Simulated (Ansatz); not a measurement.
# WC: the cost of one run

Method: DFT r2SCAN, plane waves, PAW, scalar-relativistic, no spin polarisation, in Ansatz 0.2.0.

The COD cell was measured well above room temperature, so it is larger than a cold one.

## (1) The structure to begin with

The cell holds 16 atoms (C8W8): a = 5.949 Å, b = 5.152 Å, c = 5.843 Å, α = 90.00°, β = 90.00°, γ = 90.00°.

Coordinates:

```xyz
16
Lattice="-2.9743 -5.1517 0.0000 4.4615 -2.5759 0.0000 0.0000 0.0000 5.8428" Properties=species:S:1:pos:R:3 pbc="T T T"
W     0.0000   -5.1517    0.0000
C     1.4872   -4.2931    1.4607
W     0.0000   -5.1517    2.9214
C     1.4872   -4.2931    4.3821
W    -1.4872   -2.5759    0.0000
C     0.0000   -1.7172    1.4607
W    -1.4872   -2.5759    2.9214
C     0.0000   -1.7172    4.3821
W     1.4872   -2.5759    0.0000
C     2.9743   -1.7172    1.4607
W     1.4872   -2.5759    2.9214
C     2.9743   -1.7172    4.3821
W     0.0000    0.0000    0.0000
C    -1.4872   -4.2931    1.4607
W     0.0000    0.0000    2.9214
C    -1.4872   -4.2931    4.3821
```

## (2) Run 1

200 steps of 0.75 fs under a Nosé-Hoover thermostat at 2800 K.

input.yaml

```yaml
accuracy: low
crystal:
  lattice:
    - [-2.974338, -5.151705, 0.0]
    - [4.461507, -2.575852, 0.0]
    - [0.0, 0.0, 5.842797]
  atoms:
    - { symbol: W, position: [0.75, 0.5, 0.0] }
    - { symbol: C, position: [0.5, 0.6666667, 0.25] }
    - { symbol: W, position: [0.75, 0.5, 0.5] }
    - { symbol: C, position: [0.5, 0.6666667, 0.75] }
    - { symbol: W, position: [0.5, 0.0, 0.0] }
    - { symbol: C, position: [0.25, 0.1666667, 0.25] }
    - { symbol: W, position: [0.5, 0.0, 0.5] }
    - { symbol: C, position: [0.25, 0.1666667, 0.75] }
    - { symbol: W, position: [0.25, 0.5, 0.0] }
    - { symbol: C, position: [0.0, 0.6666667, 0.25] }
    - { symbol: W, position: [0.25, 0.5, 0.5] }
    - { symbol: C, position: [0.0, 0.6666667, 0.75] }
    - { symbol: W, position: [0.0, 0.0, 0.0] }
    - { symbol: C, position: [0.75, 0.1666667, 0.25] }
    - { symbol: W, position: [0.0, 0.0, 0.5] }
    - { symbol: C, position: [0.75, 0.1666667, 0.75] }
basis:
  ecutwfc: 150.0
kpoints:
  mp_grid: { grid: [3, 3, 3] }
hamiltonian:
  xc: r2scan
  pseudopotentials: { kind: paw, azcp: { folder: soft_1 } }
scf:
  occupations: { method: fermi_dirac, width: 0.24 }
  lower_state_search: "off"
  max_iter: 98
md:
  timestep: 0.75
  n_steps: 200
  ensemble: nvt_nose_hoover
  temperature: 2800.0
  initial_velocities: maxwell_boltzmann
  seed: 771799
  nose_hoover: { tau: 50.0, chain_length: 1 }
```

Launch:

```console
$ ansatz run input.yaml --threads 4 --pin off --max-ram 10240MiB --backend cpu --events-out ev --progress --plain --runs-dir out
```

Q: Estimate wall time and peak memory on 4 threads of Arm Neoverse V2, shared host.

About 5.9 min, with a peak of 0.43 GiB.
